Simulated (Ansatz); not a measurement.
# AlBrH4OSi: the cost of one run

Computed with the Python package of Ansatz 0.2.0. Level of theory: r2SCAN/def2-SVP.

**1. Starting point**

Bond lengths: Al1–O2 1.788 Å, O2–Si3 1.721 Å, Si3–Br4 2.292 Å, Al1–H5 1.661 Å, Al1–H6 1.591 Å, Si3–H7 1.411 Å, Si3–H8 1.493 Å. Angles: Al1–O2–Si3 105.0°, O2–Al1–H5 118.6°, O2–Al1–H6 124.1°, H5–Al1–H6 117.3°, O2–Si3–Br4 107.2°, O2–Si3–H7 111.6°, O2–Si3–H8 107.8°, Br4–Si3–H7 111.2°, Br4–Si3–H8 106.5°, H7–Si3–H8 112.3°.

The script holds or builds the structure itself.

**2. The code**

File bend.py:

```python
"""Energy of AlBrH4OSi against one bond angle."""

import ansatz
from ase import Atoms


def main() -> None:
    atoms = Atoms(["Al", "O", "Si", "Br", "H", "H", "H", "H"], positions=[
        (-0.0434, 1.6221, 0.0957),
        (0.7615, 0.2879, -0.7814),
        (0.0728, -1.1504, -0.133),
        (1.1567, -2.918, -1.1086),
        (-1.4521, 2.2465, -0.5249),
        (0.5083, 2.2664, 1.4422),
        (-1.3169, -1.2119, -0.3676),
        (0.4051, -1.1997, 1.3218),
    ])

    # start the scan from a relaxed geometry
    first = ansatz.Crystal.molecule_from_ase(atoms).calculation()
    first = first.basis(gaussian="def2-SVP").functional("r2scan")
    first = first.relax(force_tolerance=0.02, max_steps=80)
    atoms.positions = first.run(threads=1, backend="cpu").report["positions_ang"]

    rows = []
    for angle in [85, 95, 105, 115, 125, 140, 160]:
        bent = atoms.copy()
        bent.set_angle(0, 1, 2, angle, indices=[2, 3, 6, 7])
        job = (
            ansatz.Crystal.molecule_from_ase(bent).calculation()
            .basis(gaussian="def2-SVP")  # the orbital basis, by name
            .functional("r2scan")
        )
        rows.append((angle, job.run(threads=1, backend="cpu").report["free_energy_ev"]))
    floor = min(e for _, e in rows)
    for angle, e in rows:
        print(f"angle Al0-O1-Si2 = {angle:3d} deg   {1000 * (e - floor):9.1f} meV")


if __name__ == "__main__":
    main()
```

**3. The calls as engine input**

The package turns the script's settings into the engine's input (first run):

```yaml
crystal:
  periodic: [false, false, false]
  atoms:
    - { symbol: Al, position_ang: [-0.0434, 1.6221, 0.0957] }
    - { symbol: O, position_ang: [0.7615, 0.2879, -0.7814] }
    - { symbol: Si, position_ang: [0.0728, -1.1504, -0.133] }
    - { symbol: Br, position_ang: [1.1567, -2.918, -1.1086] }
    - { symbol: H, position_ang: [-1.4521, 2.2465, -0.5249] }
    - { symbol: H, position_ang: [0.5083, 2.2664, 1.4422] }
    - { symbol: H, position_ang: [-1.3169, -1.2119, -0.3676] }
    - { symbol: H, position_ang: [0.4051, -1.1997, 1.3218] }
basis:
  gaussian:
    orbitals: def2-SVP
hamiltonian:
  xc: r2scan
relax:
  f_tol: 0.02
  max_steps: 80
```

**4. The run**

The run is started by

```
> python bend.py
```

What time and memory should one allow on 1 thread of Arm Neoverse V1, shared host?

About 2.6 min, with a peak of 0.24 GiB.
